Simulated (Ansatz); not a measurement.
# Ir (Iridium): a single-point run

The task is a single-point run on Ir (Iridium).

The COD entry's cell or inner coordinates are ideal or old and differ from later refinements, so a difference from it is no clean test against experiment.

Computed with Ansatz 0.2.0 (DFT, r2SCAN, PAW with Ansatz's default frozen-core files, scalar-relativistic; levels and slopes on a fine mesh, independent-particle optical spectra, unless a step's input says otherwise).

## Step 1: The structure to begin with

Symmetry: Fm-3m, No. 225, cubic system. Conventional cell: a = 3.846 Å, b = 3.846 Å, c = 3.846 Å, α = 90.00°, β = 90.00°, γ = 90.00°. Ir (site symmetry m-3m) has 12 Ir at 2.72 Å as nearest neighbours.

As a file:

```cif
data_structure
_symmetry_space_group_name_H-M 'Fm-3m'
_symmetry_Int_Tables_number 225
_cell_length_a 3.8456
_cell_length_b 3.8456
_cell_length_c 3.8456
_cell_angle_alpha 90.000
_cell_angle_beta 90.000
_cell_angle_gamma 90.000
_cell_volume 56.87
loop_
_atom_site_label
_atom_site_type_symbol
_atom_site_symmetry_multiplicity
_atom_site_Wyckoff_symbol
_atom_site_fract_x
_atom_site_fract_y
_atom_site_fract_z
_atom_site_occupancy
Ir1 Ir 4 a 0.00000 0.00000 0.00000 1
```

## Step 2: The calculation

The input, input.yaml:

```yaml
crystal:
  lattice:
    - [0.0, 1.92279411085, 1.92279411085]
    - [1.92279411085, 0.0, 1.92279411085]
    - [1.92279411085, 1.92279411085, 0.0]
  atoms:
    - { symbol: Ir, position: [0.0, 0.0, 0.0] }
kpoints:
  mp_grid: { grid: [14, 14, 14] }
scf:
  occupations: { method: gaussian, width: 2.0 }
  max_iter: 100
hamiltonian:
  xc: r2scan
  pseudopotentials: { kind: paw }
output:
  forces: true
  stress: true
  eigenvalues: true
  eigenstates:
    nscf_kmesh: { grid: [24, 24, 24] }
    de_dk: true
    e_range: [-14, 14]
  optics:
    e_range: [0, 30]
    de: 0.2
    sigma: 0.25
    bands: { spectra_wanted_up_to: 30 }
    nscf_kmesh: { grid: [24, 24, 24] }
    drude_damping: 0.2
checkpoint:
  write: ck
  write_wavefunctions: false
```

The run is started by

```console
ansatz run input.yaml --threads 1 --pin off --max-ram 3072MiB --backend cpu --events-out ev --progress --plain --runs-dir out
```

What happens when this is run?

The program finished normally, with warnings (optics on partly filled bands). It gives a pressure of 15 GPa, which is large; a structure far from rest gives such values too, whatever the setting.

Look at the input: scf.occupations.method is gaussian; scf.occupations.width is 2.0. A smearing of this width stands for electrons at many thousands of kelvin; it empties bonding states and fills antibonding ones.

To check: set scf.occupations.method to fermi_dirac and scf.occupations.width to 0.1.
